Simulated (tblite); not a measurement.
# C6H16BNO: the cost of one run

The runs use tblite 0.8.0 and PySCF 2.14.0, with density-fitted response routines of our own; the level of theory stands in each step. All values are computed, except where a source is named. Atoms count from 0, in the outputs and in this text.

## 1. The molecule as given

25 atoms, charge 0, multiplicity 1; geometry from: force field or distance geometry start.

Bonds of the start (Å): C0–O1 1.39, O1–C2 1.37, O1–B3 1.47, B3–N4 1.51, N4–C5 1.44, C5–C6 1.51, C6–C7 1.51, C7–C8 1.52, C8–N4 1.42, C0–H9 1.10, C0–H10 1.12, C0–H11 1.11, C2–H12 1.08, C2–H13 1.11, C2–H14 1.13, B3–H15 1.23, B3–H16 1.17, C5–H17 1.10, C5–H18 1.11, C6–H19 1.13, C6–H20 1.10, C7–H21 1.11, C7–H22 1.10, C8–H23 1.10, C8–H24 1.10.

## 2. Optimising the geometry with GFN2-xTB

The job: settings as JSON, then the geometry in Å.

```
{"job": {"kind": "relax", "xc": "GFN2-xTB", "basis": "xTB"}, "charge": 0, "multiplicity": 1}
C      2.506600    -0.927900     0.785800
O      1.841500     0.099200     0.126800
C      2.640000     1.113900    -0.327200
B      0.618900     0.528400     0.811700
N     -0.526100     0.003000    -0.014200
C     -1.442200     0.985600    -0.524400
C     -2.780800     0.286000    -0.560300
C     -2.418500    -1.177400    -0.452800
C     -1.255500    -1.094400     0.528200
H      3.014600    -0.506900     1.665800
H      1.704800    -1.627500     1.145100
H      3.167200    -1.454000     0.066700
H      3.341200     0.685300    -1.033200
H      3.132800     1.607700     0.531400
H      1.981300     1.886200    -0.815200
H      0.607000    -0.079900     1.875900
H      0.632900     1.674000     1.036600
H     -1.443800     1.925500     0.049400
H     -1.173500     1.221100    -1.575200
H     -3.331500     0.644700     0.363800
H     -3.341200     0.525500    -1.480600
H     -1.982100    -1.531600    -1.409700
H     -3.241100    -1.815900    -0.084700
H     -1.616300    -0.930100     1.559300
H     -0.647200    -2.016400     0.518900
```

Command:

```sh
OMP_NUM_THREADS=1 python probes_run.py task.json out
```

One launch serves the whole session: the jobs run in the order shown.

Q: Estimate the wall time and peak memory of this first job on 1 thread of Arm Neoverse V1, shared host.

About 1 s, with a peak of 0.18 GiB.
